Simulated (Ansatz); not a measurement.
# C₂FSi radical: an energy map over bond length F1–C2 and angle F1–C2–Si4

Aim: map the energy of C2FSi, SMILES F[C]1C#[Si]1, spin multiplicity 2 over two coordinates, and find its wells, ridges and stiffness.

Program: Ansatz 0.2.0. Level of theory: UKS PBE0-D4/def2-TZVP. These are calculated values, not measurements.

### 1 The starting structure

SMILES `F[C]1C#[Si]1`, 4 atoms, charge 0, spin multiplicity 2.

Atoms are counted from 1 here; the program's logs count them from 0.

Bond lengths: F1–C2 1.315 Å, C2–C3 1.332 Å, C2–Si4 1.899 Å, C3–Si4 1.865 Å. Angles: F1–C2–C3 144.8°, F1–C2–Si4 147.3°, C3–C2–Si4 67.9°, C2–C3–Si4 70.7°, C2–Si4–C3 41.4°.

As a file:

| atom | x (Å) | y (Å) | z (Å) |
| --- | --- | --- | --- |
| F1 | 0.0620 | 0.0999 | 1.6546 |
| C2 | -0.0064 | -0.0263 | 0.3479 |
| C3 | -0.3462 | -0.8399 | -0.6500 |
| Si4 | 0.2907 | 0.7664 | -1.3525 |

### 2 Relaxing the molecule

Contents of input.yaml:

```yaml
crystal:
  periodic: [false, false, false]
  atoms:
    - { symbol: F, position_ang: [0.061982, 0.099886, 1.654594] }
    - { symbol: C, position_ang: [-0.006441, -0.026331, 0.347853] }
    - { symbol: C, position_ang: [-0.346219, -0.839923, -0.649974] }
    - { symbol: Si, position_ang: [0.290678, 0.766368, -1.352473] }
magnetization:
  spin_polarized: true
  initial_magnetization: 1
basis:
  gaussian: { orbitals: def2-TZVP }
hamiltonian:
  xc: pbe0
  dispersion: d4
output:
  forces: true
relax:
  f_tol: 0.003
  max_steps: 120
```

On the command line:

```sh
$ ansatz run input.yaml --threads 1 --pin off --max-ram 2560MiB --backend cpu --events-out ev --progress --plain --runs-dir out
```

Log (excerpt; [...] marks lines left out):

```text
Warning: RAYON_NUM_THREADS=1 ignored (pool sized by the plan → 1); use --threads N
[...]
Functional definition: PBE0
[...]
784 factors; their error is unknown
[...]
mean field -12657.42976603 eV, -465.1519643875 hartree, gradient 3.1e-5 eV, S^2 0.757116; 0 other end points of the search recorded, 0 dependent functions left out
[...]
reference -12657.42978796 eV, -465.1519651935 hartree; 18, 17 occupied and 112, 113 virtual orbitals, 784 factors
relax step   1: F+E_penalty+E_count = -12657.50278640 eV  Δ(F+E_penalty+E_count) = +0.000e0 eV  max|allowed force component| = 9.607e-1 eV/Å  Δτ_max = 0.0000 Å  (38 SCF iters, accepted)
[...]
relax step   6: F+E_penalty+E_count = -12657.53410056 eV  Δ(F+E_penalty+E_count) = -3.803e-5 eV  max|allowed force component| = 3.443e-3 eV/Å  Δτ_max = 0.0016 Å  (44 SCF iters, accepted)
[...]
relax step   7: F+E_penalty+E_count = -12657.53410159 eV  Δ(F+E_penalty+E_count) = -1.029e-6 eV  max|allowed force component| = 3.878e-5 eV/Å  Δτ_max = 0.0003 Å  (29 SCF iters, accepted)
784 factors; their error is unknown
[...]
mean field -12657.46085571 eV, -465.1531069121 hartree, gradient 4.4e-5 eV, S^2 0.756960; 1 other end points of the search recorded, 0 dependent functions left out
[...]
reference -12657.46087759 eV, -465.1531077164 hartree; 18, 17 occupied and 112, 113 virtual orbitals, 784 factors
Total energy: -12657.53412347 eV, -465.1557994529 hartree
Atom 0 at     0.059485     0.094817     1.634753 Å, force    -0.000017    -0.000028     0.000023 eV/Å
Atom 1 at    -0.003716    -0.020197     0.337701 Å, force     0.000015     0.000006    -0.000020 eV/Å
Atom 2 at    -0.341116    -0.827303    -0.639313 Å, force     0.000007     0.000025     0.000036 eV/Å
Atom 3 at     0.285347     0.752683    -1.333141 Å, force    -0.000005    -0.000004    -0.000039 eV/Å
Dipole moment:     0.082819     0.208567    -0.082209 e Å
```

Wall time 68 s (1 thread of Arm Neoverse N1, shared host); peak memory 0.25 GiB.

Along the way:

| step | energy from step 1 (eV) | largest force component (eV/Å) |
| --- | --- | --- |
| 1 | 0.0000 | 0.9607 |
| 2 | -0.0249 | 0.3935 |
| 3 | -0.0312 | 0.0375 |
| 4 | -0.0313 | 0.0236 |
| 5 | -0.0313 | 0.0331 |
| 6 | -0.0313 | 0.0034 |
| 7 | -0.0313 | 0.0000 |

Distances of close pairs at the start and the end, largest changes first:

| bond | before (Å) | after (Å) | change (Å) |
| --- | --- | --- | --- |
| C2–Si4 | 1.899 | 1.863 | -0.036 |
| C3–Si4 | 1.865 | 1.836 | -0.029 |
| C2–C3 | 1.332 | 1.311 | -0.020 |
| F1–C2 | 1.315 | 1.304 | -0.011 |

### 3 The grid

The axes are (1) bond length F1–C2: 15 values from 1.069 to 1.956 Å; (2) angle F1–C2–Si4: 15 values from 103.0 to 179.0 °.

Nothing else is relaxed (all other coordinates rigid). Energies count from the relaxed molecule at the same level.

Below, 3 of the grid's runs; all are launched alike.

### 4 The run at bond length F1–C2 = 1.829 Å, angle F1–C2–Si4 = 135.6°

Contents of input.yaml:

```yaml
crystal:
  periodic: [false, false, false]
  atoms:
    - { symbol: F, position_ang: [0.202692, 0.453492, 1.553157] }
    - { symbol: C, position_ang: [-0.029183, -0.066543, -0.184956] }
    - { symbol: C, position_ang: [-0.366583, -0.873649, -1.16197] }
    - { symbol: Si, position_ang: [0.25988, 0.706337, -1.855798] }
magnetization:
  spin_polarized: true
  initial_magnetization: 1
basis:
  gaussian: { orbitals: def2-TZVP }
hamiltonian:
  xc: pbe0
  dispersion: d4
output:
  forces: true
```

On the command line:

```sh
$ ansatz run input.yaml --threads 1 --pin off --max-ram 2560MiB --backend cpu --events-out ev --progress --plain --runs-dir out
```

Log (excerpt; [...] marks lines left out):

```text
Warning: RAYON_NUM_THREADS=1 ignored (pool sized by the plan → 1); use --threads N
[...]
[... 1 set-up line as earlier in the session ...]
[...]
784 factors; their error is unknown
[...]
mean field -12655.28878973 eV, -465.0732849598 hartree, gradient 2.8e-5 eV, S^2 0.778926; 0 other end points of the search recorded, 0 dependent functions left out
[...]
reference -12655.28881105 eV, -465.0732857431 hartree; 18, 17 occupied and 112, 113 virtual orbitals, 784 factors
Total energy: -12655.36005924 eV, -465.0759040658 hartree
Atom 0 at     0.202692     0.453492     1.553157 Å, force    -0.621941    -1.431520    -3.533128 eV/Å
Atom 1 at    -0.029183    -0.066543    -0.184956 Å, force     0.397796     0.945568     1.336862 eV/Å
Atom 2 at    -0.366583    -0.873649    -1.161970 Å, force     0.148734     0.309246     1.864337 eV/Å
Atom 3 at     0.259880     0.706337    -1.855798 Å, force     0.075411     0.176705     0.331930 eV/Å
Dipole moment:     0.049884     0.150095    -0.803307 e Å
```

Run time: 9.8 s. Hardware: 1 thread of Arm Neoverse N1, shared host; peak memory 0.24 GiB.

That is 210 kJ/mol from the zero.

### 5 The run at bond length F1–C2 = 1.702 Å, angle F1–C2–Si4 = 103.0°

Contents of input.yaml:

```yaml
crystal:
  periodic: [false, false, false]
  atoms:
    - { symbol: F, position_ang: [0.480768, 1.162163, 1.018749] }
    - { symbol: C, position_ang: [-0.023026, -0.055339, -0.058602] }
    - { symbol: C, position_ang: [-0.360426, -0.862445, -1.035615] }
    - { symbol: Si, position_ang: [0.266037, 0.717542, -1.729444] }
magnetization:
  spin_polarized: true
  initial_magnetization: 1
basis:
  gaussian: { orbitals: def2-TZVP }
hamiltonian:
  xc: pbe0
  dispersion: d4
output:
  forces: true
```

On the command line:

```sh
$ ansatz run input.yaml --threads 1 --pin off --max-ram 2560MiB --backend cpu --events-out ev --progress --plain --runs-dir out
```

Log (excerpt; [...] marks lines left out):

```text
Warning: RAYON_NUM_THREADS=1 ignored (pool sized by the plan → 1); use --threads N
[...]
[... 1 set-up line as earlier in the session ...]
[...]
784 factors; their error is unknown
[...]
mean field -12654.89637093 eV, -465.0588638348 hartree, gradient 1.6e-5 eV, S^2 0.769611; 2 other end points of the search recorded, 0 dependent functions left out
[...]
reference -12654.89639308 eV, -465.0588646488 hartree; 18, 17 occupied and 112, 113 virtual orbitals, 784 factors
Total energy: -12654.96966261 eV, -465.0615572544 hartree
Atom 0 at     0.480768     1.162163     1.018749 Å, force    -1.152220    -2.840488    -0.741059 eV/Å
Atom 1 at    -0.023026    -0.055339    -0.058602 Å, force     1.320157     3.335075    -1.633034 eV/Å
Atom 2 at    -0.360426    -0.862445    -1.035615 Å, force    -0.299203    -0.820615     2.364478 eV/Å
Atom 3 at     0.266037     0.717542    -1.729444 Å, force     0.131265     0.326028     0.009615 eV/Å
Dipole moment:     0.035389     0.102270    -0.440151 e Å
```

It took 13 s on 1 thread of Arm Neoverse N1, shared host; peak memory 0.24 GiB.

On the map this point reads 247 kJ/mol.

### 6 The run at bond length F1–C2 = 1.322 Å, angle F1–C2–Si4 = 146.4°

Contents of input.yaml:

```yaml
crystal:
  periodic: [false, false, false]
  atoms:
    - { symbol: F, position_ang: [0.073036, 0.128643, 1.630582] }
    - { symbol: C, position_ang: [-0.004604, -0.021814, 0.319468] }
    - { symbol: C, position_ang: [-0.342004, -0.82892, -0.657545] }
    - { symbol: Si, position_ang: [0.284459, 0.751066, -1.351374] }
magnetization:
  spin_polarized: true
  initial_magnetization: 1
basis:
  gaussian: { orbitals: def2-TZVP }
hamiltonian:
  xc: pbe0
  dispersion: d4
output:
  forces: true
```

On the command line:

```sh
$ ansatz run input.yaml --threads 1 --pin off --max-ram 2560MiB --backend cpu --events-out ev --progress --plain --runs-dir out
```

Log (excerpt; [...] marks lines left out):

```text
Warning: RAYON_NUM_THREADS=1 ignored (pool sized by the plan → 1); use --threads N
[...]
[... 1 set-up line as earlier in the session ...]
[...]
784 factors; their error is unknown
[...]
mean field -12657.45128381 eV, -465.1527551513 hartree, gradient 6.9e-5 eV, S^2 0.757028; 0 other end points of the search recorded, 0 dependent functions left out
[...]
reference -12657.45130567 eV, -465.1527559547 hartree; 18, 17 occupied and 112, 113 virtual orbitals, 784 factors
Total energy: -12657.52450267 eV, -465.1554458949 hartree
Atom 0 at     0.073036     0.128643     1.630582 Å, force    -0.091058    -0.201588    -0.763815 eV/Å
Atom 1 at    -0.004604    -0.021814     0.319468 Å, force     0.099980     0.229574     0.584912 eV/Å
Atom 2 at    -0.342004    -0.828920    -0.657545 Å, force    -0.015294    -0.043593     0.171608 eV/Å
Atom 3 at     0.284459     0.751066    -1.351374 Å, force     0.006372     0.015606     0.007294 eV/Å
Dipole moment:     0.082378     0.208175    -0.103932 e Å
```

Wall time 8.6 s (1 thread of Arm Neoverse N1, shared host); peak memory 0.24 GiB.

That is 0.9 kJ/mol from the zero.

### 7 The map

225 points were computed. Energies in kJ/mol, from the relaxed molecule at the same level:

| angle F1–C2–Si4 (°) ↓, bond length F1–C2 (Å) → | 1.069 | 1.132 | 1.196 | 1.259 | 1.322 | 1.386 | 1.449 | 1.512 | 1.576 | 1.639 | 1.702 | 1.766 | 1.829 | 1.892 | 1.956 |
| --- | --- | --- | --- | --- | --- | --- | --- | --- | --- | --- | --- | --- | --- | --- | --- |
| 179.0 | 356 | 223 | 143 | 100 | 83 | 82 | 93 | 110 | 132 | 156 | 180 | 205 | 227 | 248 | 267 |
| 173.6 | 308 | 181 | 106 | 68 | 55 | 58 | 71 | 91 | 115 | 141 | 167 | 193 | 217 | 239 | 259 |
| 168.1 | 270 | 148 | 77 | 43 | 33 | 38 | 54 | 76 | 102 | 129 | 156 | 183 | 209 | 232 | 253 |
| 162.7 | 242 | 124 | 56 | 25 | 17 | 25 | 42 | 66 | 93 | 121 | 150 | 177 | 203 | 227 | 248 |
| 157.3 | 223 | 107 | 42 | 13 | 7 | 16 | 35 | 60 | 88 | 117 | 146 | 174 | 200 | 224 | 246 |
| 151.9 | 211 | 97 | 34 | 6 | 2 | 12 | 32 | 58 | 86 | 116 | 145 | 173 | 199 | 223 | 245 |
| 146.4 | 205 | 93 | 31 | 5 | 1 | 12 | 33 | 59 | 88 | 117 | 147 | 175 | 201 | 224 | 245 |
| 141.0 | 206 | 95 | 33 | 8 | 4 | 16 | 37 | 63 | 92 | 122 | 151 | 179 | 204 | 227 | 247 |
| 135.6 | 211 | 101 | 40 | 15 | 12 | 24 | 45 | 71 | 100 | 129 | 158 | 185 | 210 | 232 | 251 |
| 130.1 | 223 | 112 | 52 | 26 | 23 | 35 | 56 | 82 | 110 | 139 | 167 | 194 | 217 | 238 | 256 |
| 124.7 | 239 | 128 | 67 | 41 | 38 | 49 | 70 | 95 | 123 | 152 | 179 | 204 | 226 | 245 | 261 |
| 119.3 | 260 | 149 | 87 | 60 | 56 | 67 | 87 | 112 | 139 | 167 | 192 | 216 | 236 | 253 | 267 |
| 113.8 | 287 | 174 | 111 | 83 | 78 | 88 | 107 | 131 | 158 | 184 | 209 | 231 | 248 | 262 | 273 |
| 108.4 | 319 | 204 | 140 | 110 | 103 | 112 | 130 | 153 | 179 | 204 | 227 | 246 | 260 | 270 | 278 |
| 103.0 | 356 | 240 | 172 | 141 | 132 | 139 | 156 | 178 | 203 | 227 | 247 | 261 | 270 | 275 | 281 |

On the same grid, dipole moment (D):

| angle F1–C2–Si4 (°) ↓, bond length F1–C2 (Å) → | 1.069 | 1.132 | 1.196 | 1.259 | 1.322 | 1.386 | 1.449 | 1.512 | 1.576 | 1.639 | 1.702 | 1.766 | 1.829 | 1.892 | 1.956 |
| --- | --- | --- | --- | --- | --- | --- | --- | --- | --- | --- | --- | --- | --- | --- | --- |
| 179.0 | 1.22 | 0.94 | 0.94 | 1.17 | 1.51 | 1.89 | 2.28 | 2.68 | 3.08 | 3.48 | 3.87 | 4.24 | 4.56 | 4.81 | 4.97 |
| 173.6 | 1.32 | 1.01 | 0.95 | 1.13 | 1.45 | 1.83 | 2.22 | 2.62 | 3.03 | 3.44 | 3.83 | 4.22 | 4.55 | 4.82 | 5.00 |
| 168.1 | 1.43 | 1.10 | 0.98 | 1.11 | 1.40 | 1.76 | 2.15 | 2.55 | 2.96 | 3.38 | 3.78 | 4.17 | 4.52 | 4.80 | 5.00 |
| 162.7 | 1.54 | 1.19 | 1.02 | 1.09 | 1.34 | 1.69 | 2.07 | 2.47 | 2.88 | 3.30 | 3.71 | 4.10 | 4.46 | 4.76 | 4.97 |
| 157.3 | 1.66 | 1.29 | 1.07 | 1.08 | 1.29 | 1.61 | 1.98 | 2.37 | 2.78 | 3.20 | 3.61 | 4.02 | 4.39 | 4.69 | 4.91 |
| 151.9 | 1.78 | 1.39 | 1.13 | 1.08 | 1.24 | 1.52 | 1.87 | 2.26 | 2.67 | 3.09 | 3.51 | 3.92 | 4.29 | 4.61 | 4.84 |
| 146.4 | 1.90 | 1.49 | 1.20 | 1.09 | 1.19 | 1.43 | 1.76 | 2.14 | 2.55 | 2.96 | 3.38 | 3.80 | 4.18 | 4.50 | 4.75 |
| 141.0 | 2.02 | 1.60 | 1.28 | 1.12 | 1.15 | 1.35 | 1.65 | 2.01 | 2.41 | 2.82 | 3.25 | 3.67 | 4.06 | 4.39 | 4.64 |
| 135.6 | 2.14 | 1.71 | 1.37 | 1.16 | 1.13 | 1.27 | 1.54 | 1.88 | 2.27 | 2.68 | 3.10 | 3.54 | 3.93 | 4.27 | 4.52 |
| 130.1 | 2.27 | 1.83 | 1.47 | 1.22 | 1.13 | 1.21 | 1.43 | 1.74 | 2.11 | 2.52 | 2.95 | 3.39 | 3.79 | 4.14 | 4.40 |
| 124.7 | 2.39 | 1.95 | 1.57 | 1.30 | 1.15 | 1.17 | 1.33 | 1.61 | 1.96 | 2.36 | 2.79 | 3.24 | 3.66 | 4.01 | 4.28 |
| 119.3 | 2.51 | 2.07 | 1.68 | 1.39 | 1.20 | 1.15 | 1.25 | 1.48 | 1.80 | 2.19 | 2.62 | 3.09 | 3.52 | 3.89 | 4.16 |
| 113.8 | 2.63 | 2.19 | 1.80 | 1.50 | 1.27 | 1.17 | 1.20 | 1.37 | 1.65 | 2.01 | 2.46 | 2.95 | 3.41 | 3.79 | 4.05 |
| 108.4 | 2.74 | 2.31 | 1.93 | 1.62 | 1.38 | 1.23 | 1.19 | 1.29 | 1.51 | 1.85 | 2.30 | 2.84 | 3.34 | 3.72 | 3.97 |
| 103.0 | 2.86 | 2.44 | 2.06 | 1.75 | 1.50 | 1.32 | 1.24 | 1.25 | 1.39 | 1.68 | 2.18 | 2.84 | 3.37 | 3.71 | 3.91 |

### 8 Summary of results

| quantity | value |
| --- | --- |
| lowest point | bond length F1–C2 = 1.322 Å, angle F1–C2–Si4 = 146.4°, 0.9 kJ/mol |
| highest computed point | bond length F1–C2 = 1.069 Å, angle F1–C2–Si4 = 103.0°, 355 kJ/mol above the lowest |
| dipole moment (D) | 0.94 at bond length F1–C2 = 1.196 Å, angle F1–C2–Si4 = 179.0° to 5.00 at bond length F1–C2 = 1.956 Å, angle F1–C2–Si4 = 173.6°; 1.19 at the lowest point |
| time for the whole task | 39 min on 1 thread, shared host |

The lowest computed point is at bond length F1–C2 = 1.322 Å, angle F1–C2–Si4 = 146.4°, 0.9 kJ/mol from the relaxed molecule at the same level. The grid is coarse, so the lowest point of the scanned range may lie between grid points; coordinates that were held can hide deeper minima. No other kind of well shows on this grid. The highest computed point, bond length F1–C2 = 1.069 Å, angle F1–C2–Si4 = 103.0°, lies 355 kJ/mol above the lowest. Round the minimum the two coordinates are nearly uncoupled.
